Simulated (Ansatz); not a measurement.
# C₃H₇AlSn: a ladder of functionals and wavefunction methods

One table from this session's results is given with a row withheld; the runs are named, their logs left out.

The runs use Ansatz 0.2.0, Gaussian basis; functionals in def2-TZVPP, the program's frozen cores in correlated methods.

The runs, in order: PBE-D4, r2SCAN-D4, PBE0-D4, B3LYP-D4, ωB97X-V, ωB97M-V, B2PLYP; CCSD(T)/def2-TZVPP; MP2/def2-QZVPP; extrapolation to the limit.

## The relaxed structure

An earlier PBE0-D4 in a triple-zeta def2 set relaxation fixed the geometry. Sn takes the def2 core potential; no spin-orbit term is included.

12 atoms, charge 0, spin multiplicity 1.

Atoms are counted from 1 here; the program's logs count them from 0.

Bond lengths: Sn1–C2 2.136 Å, Sn1–H6 1.711 Å, Sn1–H7 1.709 Å, Sn1–H8 1.711 Å, C2–C3 1.327 Å, C2–H9 1.088 Å, C3–C4 1.539 Å, C3–Al5 1.887 Å, C4–Al5 1.926 Å, C4–H10 1.097 Å, C4–H11 1.092 Å, Al5–H12 1.576 Å. Angles: C2–Sn1–H6 109.5°, C2–Sn1–H7 110.7°, C2–Sn1–H8 111.1°, H6–Sn1–H7 109.0°, H6–Sn1–H8 108.5°, H7–Sn1–H8 108.0°, Sn1–C2–C3 121.8°, Sn1–C2–H9 118.3°, C3–C2–H9 119.9°, C2–C3–C4 129.9°, C2–C3–Al5 155.7°, C4–C3–Al5 67.5°, C3–C4–Al5 64.9°, C3–C4–H10 112.4°, C3–C4–H11 117.8°, Al5–C4–H10 111.2°, Al5–C4–H11 132.2°, H10–C4–H11 110.3° and more.

Set-up of the first run:

in.yaml reads:

```yaml
crystal:
  periodic: [false, false, false]
  atoms:
    - {symbol: Sn, position_ang: [-1.984313, -0.737854, 0.342385]}
    - {symbol: C, position_ang: [-0.466375, 0.676209, 0.849149]}
    - {symbol: C, position_ang: [0.666805, 0.761646, 0.164145]}
    - {symbol: C, position_ang: [1.222697, -0.152092, -0.942086]}
    - {symbol: Al, position_ang: [2.530573, 0.952525, -0.060273]}
    - {symbol: H, position_ang: [-3.335513, -0.516537, 1.368109]}
    - {symbol: H, position_ang: [-2.479551, -0.538587, -1.281248]}
    - {symbol: H, position_ang: [-1.419477, -2.342533, 0.528790]}
    - {symbol: H, position_ang: [-0.646582, 1.347474, 1.686224]}
    - {symbol: H, position_ang: [0.998349, 0.224913, -1.947269]}
    - {symbol: H, position_ang: [1.002385, -1.219833, -0.879061]}
    - {symbol: H, position_ang: [3.988006, 1.489569, 0.205036]}
basis:
  gaussian: {orbitals: def2-TZVPP}
hamiltonian: {xc: pbe, dispersion: d4}
output: {forces: true, orbitals: {seedname: orbitals}}
```

The run is started by

```
$ ansatz run in.yaml --threads 4 --pin off --events-out ev --progress --plain --max-ram 10444MiB
```

Steps of the session up to this table: PBE-D4 (GGA); r2SCAN-D4 (meta-GGA); PBE0-D4 (hybrid); B3LYP-D4 (hybrid); ωB97X-V (range-separated); ωB97M-V (range-separated); B2PLYP (double hybrid); CCSD(T) in def2-TZVPP; MP2 in def2-QZVPP.

One of the session's tables, all rows but one given; the rest of the session is left out.

```
            method  atomisation energy (kcal/mol)
            PBE-D4                          956.8
         r2SCAN-D4                          944.5
           PBE0-D4                          942.4
          B3LYP-D4                          937.5
           ωB97X-V                          943.8
           ωB97M-V                              ?
            B2PLYP                          926.4
     HF/def2-TZVPP                          672.7
    MP2/def2-TZVPP                          925.7
   CCSD/def2-TZVPP                          902.0
CCSD(T)/def2-TZVPP                          918.8
           MP2/CBS                          949.0
       CCSD(T)/CBS                          942.1
```

Q: Estimate the row for ωB97M-V from the others.

**Answer.** atomisation energy (kcal/mol): 941.1. In the column «atomisation energy (kcal/mol)» it lies between B3LYP-D4 (937.5) and CCSD(T)/CBS (942.1).
